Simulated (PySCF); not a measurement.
**HgS+: from the state search to spectroscopic constants**

Aim: find the lowest electronic state of HgS+, scan its bond at several levels of theory, and get bond length, wavenumber and dissociation energy from each curve.

Program: PySCF 2.14.0. Level of theory: Hg def2-SVP with ECP60, S def2-SVP, scalar-relativistic core potentials. These are calculated values, not measurements.

## 1. Input

A driver script around PySCF takes these settings:

```yaml
atoms: Hg, S
charge: 1
basis: Hg def2-SVP with ECP60, S def2-SVP
Hamiltonian: scalar-relativistic core potentials
basis_functions: 50
electrons_treated: 35
masses_in_u: 201.9706, 31.9721
levels: PBE0, PBE, r²SCAN, M06, PW91, B2PLYP, HSE06, HF, MP2, SCS-MP2, CCSD, CCSD(T)
grid: 80 radial by 434 angular points
occupations: held fixed by the projection of orbital angular momentum
dissociation_limit: Hg + S+, each in its ground configuration
starting_distance_in_angstrom: 2.460
values_of_2S_to_try: 1, 3
```

On the command line:

```sh
OMP_NUM_THREADS=1 python dia.py task.json out
```

The runs that follow: The PBE0 curve of the state that the search chose; Excited determinants; PBE; r²SCAN (meta-GGA); M06 (hybrid meta-GGA); PW91 (GGA); B2PLYP; HSE06 (range-separated hybrid); ROHF (mean field); Adding correlation.

**Question.** What will these runs give? Wanted: for each run, Re; ωe; De; μ.

The runs gave:

Lowest PBE0 solution found, without spin–orbit coupling: ²Π (doublet), unpaired electrons π ↑. State 2 has its PBE0 minimum 0.22 eV higher. State 3 has its PBE0 minimum 0.54 eV higher, as a spin-mixed determinant (⟨S²⟩ = 1.76), so this is no gap between pure states. State 4 has its PBE0 minimum 0.83 eV higher, as a spin-mixed determinant (⟨S²⟩ = 1.76), so this is no gap between pure states. The other levels ran on the lowest alone.

| level | Re (Å) | ωe (cm⁻¹) | De (eV) | μ (D) |
| --- | --- | --- | --- | --- |
| ROHF | 2.381 | 325 | 0.69 | -1.79 |
| ROHF-MP2 | 2.343 | 317 | 0.84 | n/a |
| ROHF-SCS-MP2 | 2.365 | 306 | 0.92 | n/a |
| ROHF-CCSD | 2.380 | 300 | 0.99 | n/a |
| ROHF-CCSD(T) | 2.389 | 290.8 | 1.11 | n/a |
| PBE | 2.364 | 300 | 2.08 | 0.20 |
| PW91 | 2.363 | 301 | 2.09 | 0.24 |
| r²SCAN | 2.341 | 317 | 2.00 | -0.23 |
| PBE0 | 2.348 | 316 | 1.99 | -0.35 |
| M06 | 2.379 | 303 | 1.90 | -0.22 |
| HSE06 | 2.354 | 313 | 1.98 | -0.28 |
| B2PLYP | 2.366 | 315 | 1.61 | -0.62 |

De is counted to Hg + S+ in their ground configurations. A positive dipole points from Hg to S; in an ion it is taken about the centre of mass and does not tell which atom is negative.

Differences from CCSD(T) in the same basis:

| level | Re (mÅ) | ωe (%) |
| --- | --- | --- |
| ROHF | -7 | +11.7 |
| ROHF-MP2 | -45 | +9.0 |
| ROHF-SCS-MP2 | -24 | +5.1 |
| ROHF-CCSD | -9 | +3.2 |
| PBE | -25 | +3.3 |
| PW91 | -26 | +3.6 |
| r²SCAN | -48 | +9.0 |
| PBE0 | -40 | +8.7 |
| M06 | -9 | +4.3 |
| HSE06 | -35 | +7.6 |
| B2PLYP | -23 | +8.5 |

Judged by CCSD(T) in the same basis: best bond length ROHF (-7 mÅ), worst r²SCAN (-48 mÅ); best wavenumber ROHF-CCSD (+3.2 %), worst ROHF (+11.7 %). Hartree–Fock makes the bond too short and too stiff against this reference, as it mostly does. CCSD(T) in a basis this small is itself some way from its limit, more so than the functionals. Among the levels with a De in the table, it runs from 0.69 eV (ROHF) to 2.09 eV (PW91).

Correlated steps freeze 5 core orbitals. Spin–orbit coupling is left out, which matters for elements this heavy, above all for dissociation energies. B2PLYP dipoles, levels and charges come from its SCF part alone. With spin–orbit coupling the term label itself may not hold.
